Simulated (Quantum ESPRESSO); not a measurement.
Crystal: Hf2Pd2Se2Br2O3.

```
Hf Pd Se Br O
1.0
     5.60663   -0.09346   -0.01409
     1.61393    5.33512    0.00251
     1.36916    1.91529    8.31543
Hf Pd Se Br O
2 2 2 2 3
Direct
  0.23317 0.65161 0.02284
  0.76683 0.34839 0.97716
  0.00000 0.50000 0.50000
  0.00000 0.00000 0.50000
  0.02419 0.33917 0.25331
  0.97581 0.66083 0.74669
  0.50000 0.50000 0.50000
  0.50000 0.00000 0.50000
  0.44792 0.35724 0.92101
  0.55208 0.64276 0.07899
  0.00000 0.00000 0.00000
```

The cell was built by a generator and needn't be a form met in nature.

```yaml
Program: Quantum ESPRESSO 7.5
Task: single point
Functional: PBE
Potentials_or_basis: SSSP 1.3 efficiency PBE
Cutoff: 816 eV
Density_cutoff: 5987 eV
k_mesh: 5 × 5 × 4
Occupations: fermi-dirac, width 0.05 eV
Spin: no spin polarisation
```

On this cell: pressure -0.4 GPa; largest force 0.146 eV/Å; band gap on the k mesh none (metal or under the smearing width).

The same run follows on a disturbed copy (atoms moved at random, drawn with an rms of 0.05 Å):

```
CELL_PARAMETERS angstrom
5.60663 -0.09346 -0.01409
1.61393 5.33512 0.00251
1.36916 1.91529 8.31543
ATOMIC_POSITIONS crystal
Hf 0.22930 0.65629 0.01853
Hf 0.76361 0.34475 0.97428
Pd 0.00289 0.49240 0.49770
Pd 0.00088 0.99721 0.50104
Se 0.02889 0.32952 0.25521
Se 0.98439 0.66324 0.74357
Br 0.49744 0.49807 0.50112
Br 0.50758 0.99197 0.49902
O 0.44161 0.36047 0.92687
O 0.54978 0.64817 0.07553
O 0.99644 0.00636 0.99901
```

Task: What changes?

Result: The energy (extrapolated to zero smearing) moves by +8.3 meV/atom; pressure 0.0 GPa; largest force 1.147 eV/Å; band gap on the k mesh none (metal or under the smearing width).

Forces on the atoms (eV/Å):
```
Hf   0.437  0.145  0.710
Hf   0.319  1.074  0.246
Pd   0.063  0.302  0.211
Pd  -0.020 -0.107 -0.126
Se   0.001  0.204 -0.533
Se  -0.301 -0.287  0.354
Br   0.040 -0.159 -0.087
Br   0.033  0.114  0.007
O   -0.378 -0.659 -0.539
O   -0.277 -0.171 -0.220
O    0.083 -0.457 -0.023
```

Stress tensor (GPa, compression positive):
```
 0.15 -0.47  0.23
-0.47 -0.04  0.10
 0.23  0.10  0.03
```
